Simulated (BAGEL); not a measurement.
# CoF2 (SMILES [F][Co][F]) at ROHF/def2-TZVP (density fitting with qzvpp-jkfit)

Aim: the energy change on altering one bond length of CoF2 at ROHF/def2-TZVP (density fitting with qzvpp-jkfit), from 2 runs. 

Program for the calculation: BAGEL 1.2.2.

4 further runs of the same task are left out: 3 that didn't finish, 1 set aside as unsound or not needed.

## (1) The structure to begin with

CoF2: 3 atoms, total charge 0, spin state quartet. As SMILES, `[F][Co][F]`. The shape comes from GFN2-xTB, which is rough for such elements, and wasn't checked as a minimum.

Bond lengths: Co1–F2 1.616 Å, Co1–F3 1.617 Å. Angles: F2–Co1–F3 180.0°.

## (2) The energy at ROHF/def2-TZVP (density fitting with qzvpp-jkfit)

input.json

```json
{ "bagel": [

{
  "title": "molecule",
  "basis": "def2-tzvp.json",
  "df_basis": "qzvpp-jkfit",
  "angstrom": "true",
  "geometry": [
    { "atom": "Co", "xyz": [    0.000020,    0.000010,    0.000070 ] },
    { "atom": "F", "xyz": [   -0.015840,   -0.019580,    1.616250 ] },
    { "atom": "F", "xyz": [    0.015830,    0.019570,   -1.616320 ] }
  ]
},
{
  "title": "rohf",
  "nopen": 3
},
{
  "title": "print",
  "file": "orbitals.molden",
  "orbitals": "true"
}

]}
```

The basis set def2-TZVP is read from a file made from the Basis Set Exchange's data (not shown).

Run with:

```console
BAGEL_NUM_THREADS=1 BAGEL input.json > input.out
```

What it wrote:

```text
* using 1 threads per process

  ===============================================================
  ===============================================================

  *** Geometry ***

  { "atom" : "Co", "xyz" : [      0.000038,      0.000019,      0.000132 ] },
  { "atom" : "F", "xyz" : [     -0.029933,     -0.037001,      3.054270 ] },
  { "atom" : "F", "xyz" : [      0.029914,      0.036982,     -3.054402 ] },

  Number of auxiliary basis functions:      418

  Since a DF basis is specified, we compute 2- and 3-index integrals:
    o Being stored without compression. Storage requirement is 0.038 GB

  Number of basis functions:      107
  Number of electrons      :       45

    * METHOD: MOLECULE                             0.17

  *** Open-shell HF ***

  === Nuclear Repulsion ===
   172.3569817085

      * DIIS with orbital gradients will be used.

  === ROHF iteration (def2-tzvp.json) ===
      0      -1580.03718862          0.04907246           0.12
      1      -1580.16353763          0.04187609           0.11
      2      -1580.21150000          0.03780144           0.11
      3      -1580.39317319          0.00436032           0.11
      4      -1580.39656349          0.00152037           0.11
      5      -1580.39754841          0.00040431           0.14
      6      -1580.39803394          0.00014032           0.15
      7      -1580.39816305          0.00003794           0.18
      8      -1580.39818286          0.00000621           0.18
      9      -1580.39819161          0.00000224           0.15
     10      -1580.39819222          0.00000140           0.13
     11      -1580.39819227          0.00000025           0.12
     12      -1580.39819221          0.00000010           0.14
     13      -1580.39819225          0.00000005           0.17
     14      -1580.39819223          0.00000000           0.13
    * SCF iteration converged.

    * S^2 (ROHF) is 3.7500

    * Permanent dipole moment:
           (   -0.000056,    -0.000032,    -0.000440) a.u.

    * METHOD: ROHF                                 2.26

    * METHOD: PRINT                                0.01

  ===============================================================
```

Wall time 2.9 s (1 thread of Intel Xeon 6975P-C (Granite Rapids), shared host); peak memory 0.12 GiB.

## (3) The distorted shape, same level

job.json

```json
{ "bagel": [

{
  "title": "molecule",
  "basis": "def2-tzvp.json",
  "df_basis": "qzvpp-jkfit",
  "angstrom": true,
  "geometry": [
    { "atom": "Co", "xyz": [       0.012708,       0.015682,      -1.292896 ] },
    { "atom": "F", "xyz": [      -0.015840,      -0.019580,       1.616250 ] },
    { "atom": "F", "xyz": [       0.028518,       0.035242,      -2.909286 ] }
  ]
},

{ "title": "rohf", "nopen": 3 },

{ "title": "print", "file": "orbitals.molden", "orbitals": true }

]}
```

The basis set def2-TZVP is read from a file made from the Basis Set Exchange's data (not shown).

Run with:

```console
BAGEL_NUM_THREADS=1 BAGEL job.json > job.out
```

What it wrote:

```text
* using 1 threads per process

  ===============================================================
  ===============================================================

  *** Geometry ***

  { "atom" : "Co", "xyz" : [      0.024015,      0.029635,     -2.443219 ] },
  { "atom" : "F", "xyz" : [     -0.029933,     -0.037001,      3.054270 ] },
  { "atom" : "F", "xyz" : [      0.053891,      0.066598,     -5.497754 ] },

  Number of auxiliary basis functions:      418

  Since a DF basis is specified, we compute 2- and 3-index integrals:
    o Being stored without compression. Storage requirement is 0.038 GB

  Number of basis functions:      107
  Number of electrons      :       45

    * METHOD: MOLECULE                             0.16

  *** Open-shell HF ***

  === Nuclear Repulsion ===
   133.2111457980

      * DIIS with orbital gradients will be used.

  === ROHF iteration (def2-tzvp.json) ===
      0      -1579.85491983          0.05114630           0.18
      1      -1579.97591280          0.04558083           0.18
      2      -1580.08915850          0.03663661           0.21
      3      -1580.26789484          0.00248863           0.17
      4      -1580.26918570          0.00139853           0.15
      5      -1580.26973349          0.00033730           0.15
      6      -1580.26984665          0.00012689           0.15
      7      -1580.26992108          0.00003803           0.15
      8      -1580.26992856          0.00001913           0.13
      9      -1580.26993185          0.00000976           0.15
     10      -1580.26993312          0.00000335           0.15
     11      -1580.26993340          0.00000156           0.13
     12      -1580.26993353          0.00000057           0.15
     13      -1580.26993351          0.00000026           0.15
     14      -1580.26993349          0.00000012           0.15
     15      -1580.26993349          0.00000006           0.15
     16      -1580.26993349          0.00000003           0.14
     17      -1580.26993349          0.00000002           0.15
     18      -1580.26993348          0.00000001           0.15
     19      -1580.26993348          0.00000001           0.16
    * SCF iteration converged.

    * S^2 (ROHF) is 3.7500

    * Permanent dipole moment:
           (   -0.025236,    -0.031133,     2.565307) a.u.

    * METHOD: ROHF                                 3.32

    * METHOD: PRINT                                0.02

  ===============================================================
```

Wall time 3.9 s (1 thread of Intel Xeon 6975P-C (Granite Rapids), shared host); peak memory 0.12 GiB.

## (4) Results

Level: ROHF/def2-TZVP (density fitting with qzvpp-jkfit).

| quantity | value |
| --- | --- |
| first shape: total energy | -1580.39819 Eh |
| first shape: dipole moment | 0.00 D |
| first shape: ⟨S²⟩ | 3.750 |
| distorted shape: total energy | -1580.26993 Eh |
| distorted shape: dipole moment | 6.52 D |
| distorted shape: ⟨S²⟩ | 3.750 |
| energy change with the Co1–F2 bond stretched from 1.616 to 2.909 Å | 3.490 eV |

In words: With the Co1–F2 bond stretched from 1.616 to 2.909 Å the energy rises by 3.49 eV (80 kcal/mol). The first shape isn't relaxed at this level, so the change isn't measured from a minimum.
